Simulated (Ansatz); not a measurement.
# Ti: stress in a strained cell

Ti is deformed so: equal xx and yy strain of -2 %. What stress and forces result, by LAPW, PAW and all-electron datasets made for the crystal?

Program: Ansatz 0.2.0. Level of theory: DFT PBEsol, scalar-relativistic. These are calculated values, not measurements.

**1. The starting structure**

It takes space group P6_3/mmc (No. 194, hexagonal). Conventional cell: a = 2.950 Å, b = 2.950 Å, c = 4.686 Å, α = 90.00°, β = 90.00°, γ = 120.00°. Around Ti (site symmetry -6m2) lie 12 Ti at 2.90 to 2.95 Å.

Structure file:

```
CELL_PARAMETERS angstrom
2.95000 0.00000 0.00000
-1.47500 2.55477 0.00000
0.00000 0.00000 4.68600
ATOMIC_POSITIONS crystal
Ti 0.33333 0.66667 0.25000
Ti 0.66667 0.33333 0.75000
```

Atoms are numbered in the order of the input: Ti1, Ti2.

**2. The deformed structure**

Space group P6_3/mmc before, P6_3/mmc after.

**3. All-electron LAPW**

input.yaml reads:

```yaml
crystal:
  lattice:
    - [2.8909979032, 0.0, 0.0]
    - [-1.4454989516, 2.5036776264, 0.0]
    - [0.0, 0.0, 4.686]
  atoms:
    - { symbol: Ti, position: [0.3333333333, 0.6666666667, 0.25] }
    - { symbol: Ti, position: [0.6666666667, 0.3333333333, 0.75] }
kpoints:
  mp_grid: { grid: [14, 14, 8] }
  band_path:
    path:
      - [0.0, 0.0, 0.0]
      - [0.5, 0.0, 0.0]
      - [0.3333333333, 0.3333333333, 0.0]
      - [0.0, 0.0, 0.0]
      - [0.0, 0.0, 0.5]
      - [0.5, 0.0, 0.5]
      - [0.3333333333, 0.3333333333, 0.5]
      - [0.0, 0.0, 0.5]
      - [0.5, 0.0, 0.5]
    npoints: 5
scf:
  occupations: { method: fermi_dirac, width: 0.05 }
hamiltonian:
  xc: pbesol
  pseudopotentials: { kind: all_electron, lapw: { basis_error: 0.00025 } }
output:
  forces: true
  stress: true
  eigenvalues: true
```

Launch:

```bash
$ ansatz run input.yaml --threads 1 --pin off --max-ram 3072MiB --backend cpu --events-out ev --progress --plain --runs-dir out
```

**4. Frozen-core PAW**

input.yaml reads:

```yaml
crystal:
  lattice:
    - [2.8909979032, 0.0, 0.0]
    - [-1.4454989516, 2.5036776264, 0.0]
    - [0.0, 0.0, 4.686]
  atoms:
    - { symbol: Ti, position: [0.3333333333, 0.6666666667, 0.25] }
    - { symbol: Ti, position: [0.6666666667, 0.3333333333, 0.75] }
kpoints:
  mp_grid: { grid: [14, 14, 8] }
scf:
  occupations: { method: fermi_dirac, width: 0.05 }
hamiltonian:
  xc: pbesol
  pseudopotentials: { kind: paw }
output:
  forces: true
  stress: true
  eigenvalues: true
  efg: { contact_densities: true }
```

**5. Datasets made for this crystal**

input.yaml: that of step 4 with these lines changed.

```diff
@@ -14,3 +14,3 @@
   xc: pbesol
-  pseudopotentials: { kind: paw }
+  pseudopotentials: { kind: all_electron, datasets: crystal }
 output:
```

(Steps that only read results are left out.)

Q: Predict the outcome of this session. Wanted: pressure; largest shear or deviatoric stress.

**Answer**, as computed:

```
                                 quantity                                              value
                                 pressure  LAPW -1.63, PAW -1.63, crystal datasets -1.63 GPa
largest shear or deviatoric stress (LAPW)                                           1.83 GPa
```

The largest part of the stress beyond the pressure is 1.83 GPa in size, in the zz component; the atoms are carried along and not relaxed. No run of the undeformed cell stands beside it, so the pressure holds what the given cell had before the change. PAW: stress within 0.01 GPa of LAPW. Crystal datasets: stress within 0.01 GPa of LAPW.
